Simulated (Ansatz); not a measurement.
# NbTe (P-6m2) in Ansatz: a series of runs

One crystal, NbTe, is run at these levels: LDA+U; tasks: band structure.

Program: Ansatz 0.2.0. These are calculated values, not measurements. Logs are shortened: lines on timing, memory, paths and dates and some standing lists are left out, and cuts for length are marked.

### Step 1. Starting point

The structure is hexagonal, space group P-6m2 (No. 187). The conventional cell has a = 3.703 Å, b = 3.703 Å, c = 3.694 Å, α = 90.00°, β = 90.00°, γ = 120.00°. Te (site symmetry -6m2) has 6 Nb at 2.83 Å as nearest neighbours. Nb (site symmetry -6m2) is surrounded by 6 Te at 2.83 Å.

The cell comes from a database or a generator and needn't be the stable form of this composition.

### Step 2. Band structure, LDA+U

The input, input.yaml:

```yaml
crystal:
  lattice:
    - [3.7029743866, 0.0, 0.0]
    - [-1.8514871933, 3.2068698884, 0.0]
    - [0.0, 0.0, 3.694211]
  atoms:
    - { symbol: Te, position: [0.6666666667, 0.3333333333, 0.0] }
    - { symbol: Nb, position: [0.0, 0.0, 0.5] }
hamiltonian:
  xc: lda
  pseudopotentials: { kind: paw }
  hubbard: { sites: [{ species: Nb, l: d, u_eff: 5.0 }] }
kpoints:
  mp_grid: { grid: [8, 8, 7] }
  band_path:
    path:
      - [[0.0, 0.0, 0.0], [0.5, 0.0, 0.0], [0.3333333333, 0.3333333333, 0.0], [0.0, 0.0, 0.0], [0.0, 0.0, 0.5], [0.5, 0.0, 0.5], [0.3333333333, 0.3333333333, 0.5], [0.0, 0.0, 0.5]]
      - [[0.5, 0.0, 0.5], [0.5, 0.0, 0.0]]
      - [[0.3333333333, 0.3333333333, 0.0], [0.3333333333, 0.3333333333, 0.5]]
    npoints: 14
scf:
  occupations: { method: fermi_dirac, width: 0.05 }
  n_extra_bands: 6
output:
  forces: true
  stress: true
  eigenvalues: true
  fatbands: false
```

Potentials or basis: Ansatz PAW.

Run with:

```bash
$ ansatz run input.yaml --threads 2 --pin off --max-ram 5632MiB --backend cpu --events-out ev --progress --plain --runs-dir out
```

The program printed:

```text
Warning: RAYON_NUM_THREADS=2 ignored (pool sized by the plan → 2); use --threads N
Te: projections on atomic orbitals take those of the free atom [Kr] 4d10 5s2 5p4, of charge +0.00 (hamiltonian.pseudopotentials.projection_atoms); the dataset's partial waves leave at most 7.8e-6 of an orbital's norm unspanned inside its sphere
Nb: projections on atomic orbitals take those of the free atom [Ar 3d10] 4s2 4p6 4d4 5s1, of charge +0.00 (hamiltonian.pseudopotentials.projection_atoms); the dataset's partial waves leave at most 4.9e-6 of an orbital's norm unspanned inside its sphere
scf.n_extra_bands = 6 over 15 filled bands (N_el = 29.0): the run solves 21 bands
Engine: ansatz 0.2.0, aarch64-unknown-linux-gnu
Pseudopotentials: kind: paw
Pseudopotential: Te, paw, valence charge 16, recommended cutoff 420 eV (normal), Te.paw.azcp
Pseudopotential: Nb, paw, valence charge 13, recommended cutoff 420 eV (normal), Nb.paw.azcp
Functional definition: SPW92
  exchange = slater_x
  correlation = pw_c
Crystal: 2 atoms, lattice volume = 43.869 Å³
Basis set: ecut = 420 eV, 865 PW (Γ)
Bands: 21, of which v1, the nominal top of the filled ones, is band 15 counted from 1 (14 counted from 0)
Symmetry: 12 space group operations
Space group: P-6m2 (ITA 187), of the structure as read, at distance tolerance 3.5e-5 Å
k-points: 40 of 448 (time reversal used)
Non-local potential: Te, projectors of the file, l = 0: 2, l = 1: 2, l = 2: 2, l = 3: 2
Non-local potential: Nb, projectors of the file, l = 0: 3, l = 1: 2, l = 2: 2, l = 3: 1
PAW form: soft (Blöchl's): semilocal exchange-correlation on the pseudo side does not see the compensation charge
PAW frozen core: Te, regenerated for the run's functional, and the local potential with it (the file was generated under x = pbe(κ = 0.804, μ = 0.2195149727645171), c = pbe(β = 0.06672455060314922))
PAW frozen core: Nb, regenerated for the run's functional, and the local potential with it (the file was generated under x = pbe(κ = 0.804, μ = 0.2195149727645171), c = pbe(β = 0.06672455060314922))
PAW one-centre angular grid: Te, 590 points (default); XC on 64 Gauss nodes
PAW one-centre angular grid: Nb, 590 points (default); XC on 64 Gauss nodes
Initial density: superposition of atomic densities (chi_scale 0.1, normalization cell, long waves kept (reshape's long-wave potential 0.00 eV rms))
Initial wavefunctions: pseudopotential atomic-orbital guess
Functional: x = slater, c = lda
iter 1 solved again at ethr=2.42e-3 eV; its pass at ethr=3.10e-3 eV (dr2=7.01e-1 eV) is discarded
SCF iter   1: F=—  HF=-11264.147786 eV  |F-HF|=—  |Δ(HF+E_count)|=         —  Δρ=3.83e-2  dr2=7.03e-1  ethr=2.42e-3  ⟨swp⟩=1.0  Hψ=5766  notcnv=0
preconditioner: auto → none  [metal: Δε(μ)=0.017 eV  Ē_g=9.061 eV  σ=0.050 eV  W_gap=0.08  n_scr=8 (ndim 8)  ℏωp=18.6 eV  f_vac=0.000  D(μ)=1.66/eV (n_scr^D=20)  sad-step TF]
SCF iter   2: F=—  HF=-11264.031296 eV  |F-HF|=—  |Δ(HF+E_count)|=   1.16e-1  Δρ=2.22e-2  dr2=2.41e-1  ethr=2.42e-3  ⟨swp⟩=2.2  Hψ=1151  notcnv=0
SCF iter   3: F=—  HF=-11264.017192 eV  |F-HF|=—  |Δ(HF+E_count)|=   1.41e-2  Δρ=1.08e-2  dr2=1.15e-1  ethr=8.30e-4  ⟨swp⟩=3.1  Hψ=1661  notcnv=0  defer=13
SCF iter   4: F=—  HF=-11263.989414 eV  |F-HF|=—  |Δ(HF+E_count)|=   2.78e-2  Δρ=3.12e-3  dr2=7.29e-3  ethr=3.95e-4  ⟨swp⟩=2.8  Hψ=1405  notcnv=0  defer=26
SCF iter   5: F=—  HF=-11263.989101 eV  |F-HF|=—  |Δ(HF+E_count)|=   3.13e-4  Δρ=9.34e-4  dr2=2.84e-4  ethr=2.51e-5  ⟨swp⟩=1.7  Hψ=1184  notcnv=0  defer=27
SCF iter   6: F=—  HF=-11263.990298 eV  |F-HF|=—  |Δ(HF+E_count)|=   1.20e-3  Δρ=2.94e-4  dr2=3.63e-5  ethr=9.78e-7  ⟨swp⟩=2.0  Hψ=1410  notcnv=0  defer=27
SCF iter   7: F=—  HF=-11263.990524 eV  |F-HF|=—  |Δ(HF+E_count)|=   2.26e-4  Δρ=1.42e-4  dr2=9.16e-6  ethr=1.25e-7  ⟨swp⟩=2.0  Hψ=1412  notcnv=0  defer=27
SCF iter   8: F=—  HF=-11263.990534 eV  |F-HF|=—  |Δ(HF+E_count)|=   9.99e-6  Δρ=5.40e-5  dr2=9.26e-7  ethr=3.16e-8  ⟨swp⟩=2.0  Hψ=1400  notcnv=0  defer=27
SCF iter   9: F=—  HF=-11263.990537 eV  |F-HF|=—  |Δ(HF+E_count)|=   2.77e-6  Δρ=2.91e-5  dr2=3.16e-7  ethr=3.19e-9  ⟨swp⟩=2.0  Hψ=1407  notcnv=0  defer=27
SCF iter  10: F=-11263.990537 eV  HF=-11263.990537 eV  |F-HF|=5.14e-8  |Δ(HF+E_count)|=   4.03e-7  Δρ=1.01e-5  dr2=4.81e-8  ethr=3.45e-10  ⟨swp⟩=7.2  Hψ=4061  notcnv=0
SCF 1 converged in 10 iterations: F = -11263.990537 eV  dr2 = 4.81e-8
NSCF: frozen V_eff on 129 k-points
SCF converged after 10 iterations
Free energy (F): -11263.990537 eV
Harris-Foulkes:  -11263.990537 eV  (|F-HF|=5.14e-8)
Internal energy: -11263.980387 eV  (E = F + TS)
E sigma→0 (E₀):  -11263.985462 eV
Entropy (-TS):   -0.010150 eV (-5.075 meV/atom)
Fermi energy:    15.682526 eV
--- Per-component energies (eV) ---
  E_band       = -285.117972
  E_kinetic    = 577.160915
  E_local      = -1744.193444  (includes V_loc(G=0)·N_el)
  E_nonlocal   = -178.279063
  E_hartree    = 936.333617
  E_xc         = -298.273995
  E_vxc        = -317.633267  (∫ρ·V_xc dr)
  E_hubbard    = 6.116430  (on-site DFT+U / exact-exchange correction)
  E_vhub       = 0.701258  (the Hubbard potential's part of the band-sum identity)
  E_paw        = -7476.842559  (= ΣΔE_a)
  E_vpaw       = -495.553663  (= ΣTr[D̂ρ^β])
  E_aug_tail   = -0.000188  (compensation charges beyond the density's cutoff)
  E_ewald      = -3087.106456
  E_core_change = 1.104356  (= ΣΔE_core)
  E_smearing   = -0.010150  (= −TS)
  E_closure    = -0.000000  (closes the sum)
  Σ components = -11263.990537   (vs F -11263.990537, Δ=0.00e0)
--- Forces (eV/Å), atoms counted from 1 ---
  atom   1  Te     0.00000000     0.00000000     0.00000000
  atom   2  Nb     0.00000000     0.00000000     0.00000000
  max |Σ_I F_I| component: 1.02e-16 eV/Å
--- Stress (GPa, compression-positive) ---
       -6.307312       0.000000       0.000000
        0.000000      -6.307312       0.000000
        0.000000       0.000000      -5.996340
  P = ⅓ Tr σ = -6.2037 GPa (-62.037 kbar)
--- Band table (eV; the first three rows and the last of 40) ---
  k-point 0: bands = ["-39.9685", "-22.2760", "-22.2760", "-22.2691", "-22.2691", "-22.2670", "-16.3504", "-15.9343", "-15.9343", "1.3063", "12.3702", "12.3702", "13.1235", "13.2623", "15.9253", "15.9253", "17.9435", "17.9435", "18.3588", "21.5702", "22.7402"]
  k-point 1: bands = ["-39.9674", "-22.2757", "-22.2757", "-22.2702", "-22.2702", "-22.2648", "-16.3714", "-15.9321", "-15.9321", "1.5038", "11.4551", "12.4979", "12.4979", "14.3770", "15.4345", "15.4345", "18.2313", "18.2313", "18.9334", "22.4488", "22.7520"]
  k-point 2: bands = ["-39.9639", "-22.2754", "-22.2754", "-22.2723", "-22.2723", "-22.2598", "-16.4188", "-15.9271", "-15.9271", "2.0160", "9.6086", "12.8071", "12.8071", "14.7809", "14.7809", "15.4467", "18.0229", "18.0229", "19.8242", "23.6815", "23.6815"]
  k-point 39: bands = ["-39.9550", "-22.2827", "-22.2744", "-22.2711", "-22.2647", "-22.2489", "-16.4108", "-16.0290", "-15.9828", "3.4529", "9.5294", "9.9224", "11.0481", "14.3231", "17.1412", "17.3083", "17.7301", "18.0339", "19.0143", "20.1248", "23.2526"]
Occupation matrices written to <dir>
```

bands.tsv:

```text
# k_distance	band_0	band_1	band_2	band_3	band_4	band_5	band_6	band_7	band_8	band_9	band_10	band_11	band_12	band_13	band_14	band_15	band_16	band_17	band_18	band_19	band_20
# fermi_ev = 15.682526
[... 146 lines left out ...]
7.782619	-55.637294	-37.965544	-37.956460	-37.952630	-37.948195	-37.931479	-32.092456	-31.705570	-31.674567	-12.206011	-6.178997	-5.741686	-4.705121	-1.303369	1.422243	1.672422	2.210353	2.606192	2.856743	4.232351	8.714479
7.843363	-55.637122	-37.965959	-37.955595	-37.953420	-37.948170	-37.930944	-32.096250	-31.704914	-31.673436	-12.193462	-6.202557	-5.802053	-4.605248	-1.299143	1.466103	1.687042	2.031513	2.587808	3.148414	3.930527	8.636283
7.904106	-55.637063	-37.966100	-37.955071	-37.953921	-37.948162	-37.930764	-32.097537	-31.704692	-31.673052	-12.189184	-6.210506	-5.822365	-4.570412	-1.297582	1.480910	1.690950	1.970609	2.582645	3.321236	3.754389	8.609335
```

It took 6.5 s on 2 threads of Arm Neoverse V1, shared host; peak memory 0.36 GiB.

Results:

| Item | Value |
| --- | --- |
| Free energy | -11263.9905 eV |
| Pressure | -6.2 GPa |
| Band gap on the k mesh | none (metal or under the smearing width) |

Levels at the corners of the path, in eV from the Fermi level:
```
point  band 10  band 11  band 12  band 13  band 14  band 15  band 16  band 17  band 18  band 19
    Γ   -14.38    -3.31    -3.31    -2.56    -2.42     0.24     0.24     2.26     2.26     2.68
    M   -12.74    -7.24    -3.79    -2.69    -2.55    -0.07     0.99     1.53     3.03     3.76
    K   -12.50    -6.51    -5.51    -3.73    -0.80    -0.35     0.18     0.48     4.60     6.45
    Γ   -14.38    -3.31    -3.31    -2.56    -2.42     0.24     0.24     2.26     2.26     2.68
    A   -13.06    -7.51    -2.59    -2.59    -1.19    -1.19     0.95     1.65     1.65     5.15
    L   -12.32    -6.03    -5.94    -4.22    -1.45     0.91     1.55     1.80     2.62     4.44
    H   -12.19    -6.21    -5.82    -4.57    -1.30     1.48     1.69     1.97     2.58     3.32
    A   -13.06    -7.51    -2.59    -2.59    -1.19    -1.19     0.95     1.65     1.65     5.15
    L   -12.32    -6.03    -5.94    -4.22    -1.45     0.91     1.55     1.80     2.62     4.44
    M   -12.74    -7.24    -3.79    -2.69    -2.55    -0.07     0.99     1.53     3.03     3.76
    K   -12.50    -6.51    -5.51    -3.73    -0.80    -0.35     0.18     0.48     4.60     6.45
    H   -12.19    -6.21    -5.82    -4.57    -1.30     1.48     1.69     1.97     2.58     3.32
```

Eigenvalues of the final occupation matrices:
```
  site  spin  trace               eigenvalues
site 1     1   2.31  0.37 0.44 0.44 0.53 0.53
```

Caveat: spin-orbit coupling is left out, which moves the levels of the heavy elements; U without spin polarisation on a metal has little footing; the PAW data sets come from PBE, with cores solved anew for the run's functional, which leaves a small shift of forces and pressure; the U is typed as a test and isn't derived for this compound.

### Step 3. Band structure, LDA+U

Changes to input.yaml since step 2:

```diff
@@ -11,3 +11,3 @@
   pseudopotentials: { kind: paw }
-  hubbard: { sites: [{ species: Nb, l: d, u_eff: 5.0 }] }
+  hubbard: { sites: [{ species: Nb, l: d, u_eff: 6.0 }] }
 kpoints:
```

Potentials or basis: Ansatz PAW.

Run with:

```bash
$ ansatz run input.yaml --threads 2 --pin off --max-ram 5632MiB --backend cpu --events-out ev --progress --plain --runs-dir out
```

Run time: 7.9 s. Hardware: 2 threads of Arm Neoverse V1, shared host; peak memory 0.36 GiB.

It converged, with:

```yaml
Free_energy: -11262.7883 eV
Pressure: -3.2 GPa
Band_gap_on_the_k_mesh: none (metal or under the smearing width)
```

Stress tensor (GPa, compression positive):
```
-2.85  0.00  0.00
 0.00 -2.85  0.00
 0.00  0.00 -3.86
```

Levels at the corners of the path, in eV from the Fermi level:
```
point  band 12  band 13  band 14  band 15  band 16  band 17
    Γ    -3.53    -2.33    -2.21     0.75     0.75     2.12
    M    -3.46    -2.66    -2.65     0.44     0.59     1.58
    K    -5.52    -3.41    -0.71    -0.27    -0.15     0.76
    Γ    -3.53    -2.33    -2.21     0.75     0.75     2.12
    A    -2.31    -2.31    -1.60    -1.60     1.18     1.93
    L    -5.88    -3.95    -1.58     0.50     1.75     2.09
    H    -5.84    -4.59    -1.68     1.77     2.01     2.08
    A    -2.31    -2.31    -1.60    -1.60     1.18     1.93
    L    -5.88    -3.95    -1.58     0.50     1.75     2.09
    M    -3.46    -2.66    -2.65     0.44     0.59     1.58
    K    -5.52    -3.41    -0.71    -0.27    -0.15     0.76
    H    -5.84    -4.59    -1.68     1.77     2.01     2.08
```

Eigenvalues of the final occupation matrices:
```csv
site,spin,trace,eigenvalues
site 1,1,2.28,0.32 0.35 0.35 0.63 0.63
```

Caveat: spin-orbit coupling is left out, which moves the levels of the heavy elements; U without spin polarisation on a metal has little footing; the PAW data sets come from PBE, with cores solved anew for the run's functional, which leaves a small shift of forces and pressure; the U is typed as a test and isn't derived for this compound.

### Step 4. Band structure, LDA+U

Changes to input.yaml since step 3:

```diff
@@ -11,3 +11,3 @@
   pseudopotentials: { kind: paw }
-  hubbard: { sites: [{ species: Nb, l: d, u_eff: 6.0 }] }
+  hubbard: { sites: [{ species: Nb, l: d, u_eff: 8.0 }] }
 kpoints:
```

Run with:

```bash
$ ansatz run input.yaml --threads 2 --pin off --max-ram 5632MiB --backend cpu --events-out ev --progress --plain --runs-dir out
```

It took 17 s on 2 threads of Arm Neoverse V1, shared host; peak memory 0.39 GiB.

Results (log left out):

| Item | Value |
| --- | --- |
| Free energy | -11260.7499 eV |
| Pressure | 6.1 GPa |
| Band gap on the k mesh | none (metal or under the smearing width) |

Stress tensor (GPa, compression positive):
```
5.96 0.00 0.00
0.00 5.96 0.00
0.00 0.00 6.41
```

Levels at the corners of the path, in eV from the Fermi level:
| point | band 10 | band 11 | band 12 | band 13 | band 14 | band 15 | band 16 | band 17 | band 18 | band 19 |
| --- | --- | --- | --- | --- | --- | --- | --- | --- | --- | --- |
| Γ | -13.81 | -3.73 | -3.73 | -1.83 | -0.61 | 2.16 | 2.16 | 2.21 | 2.21 | 3.24 |
| M | -12.26 | -6.83 | -2.55 | -2.52 | -2.26 | 0.09 | 1.85 | 2.54 | 4.25 | 4.47 |
| K | -12.10 | -5.92 | -5.25 | -2.47 | -1.11 | -0.54 | 1.15 | 2.18 | 5.92 | 7.22 |
| Γ | -13.81 | -3.73 | -3.73 | -1.83 | -0.61 | 2.16 | 2.16 | 2.21 | 2.21 | 3.24 |
| A | -12.52 | -6.68 | -2.18 | -2.18 | -1.45 | -1.45 | 2.63 | 2.91 | 2.91 | 5.41 |
| L | -11.42 | -5.85 | -5.41 | -3.08 | -1.57 | -0.06 | 2.73 | 3.05 | 3.51 | 5.01 |
| H | -11.28 | -5.66 | -5.11 | -4.25 | -2.22 | 2.19 | 2.47 | 3.30 | 3.35 | 3.95 |
| A | -12.52 | -6.68 | -2.18 | -2.18 | -1.45 | -1.45 | 2.63 | 2.91 | 2.91 | 5.41 |
| L | -11.42 | -5.85 | -5.41 | -3.08 | -1.57 | -0.06 | 2.73 | 3.05 | 3.51 | 5.01 |
| M | -12.26 | -6.83 | -2.55 | -2.52 | -2.26 | 0.09 | 1.85 | 2.54 | 4.25 | 4.47 |
| K | -12.10 | -5.92 | -5.25 | -2.47 | -1.11 | -0.54 | 1.15 | 2.18 | 5.92 | 7.22 |
| H | -11.28 | -5.66 | -5.11 | -4.25 | -2.22 | 2.19 | 2.47 | 3.30 | 3.35 | 3.95 |

Eigenvalues of the final occupation matrices:
```csv
site,spin,trace,eigenvalues
site 1,1,2.22,0.20 0.25 0.25 0.76 0.76
```

Caveat: spin-orbit coupling is left out, which moves the levels of the heavy elements; U without spin polarisation on a metal has little footing; the PAW data sets come from PBE, with cores solved anew for the run's functional, which leaves a small shift of forces and pressure; the U is typed as a test and isn't derived for this compound.

### Step 5. Summary

```tsv
U	gap on the mesh (eV)	pressure (GPa)
Nb d U = 5 eV	none	-6.2
Nb d U = 6 eV	none	-3.2
Nb d U = 8 eV	none	6.1
```

Alike in all rows: task band structure; level LDA+U; potentials or basis Ansatz PAW; no spin polarisation; cell as given; k mesh 8 × 8 × 7; cutoff (eV) 420; smearing fermi-dirac 0.05 eV.

Every run on the cell as given and a fine mesh finds a metal.

Caveats: spin-orbit coupling is left out, which moves the levels of the heavy elements; U without spin polarisation on a metal has little footing; the PAW data sets come from PBE, with cores solved anew for the run's functional, which leaves a small shift of forces and pressure; the U is typed as a test and isn't derived for this compound.

Absolute energies hang on the potentials; compare differences alone.
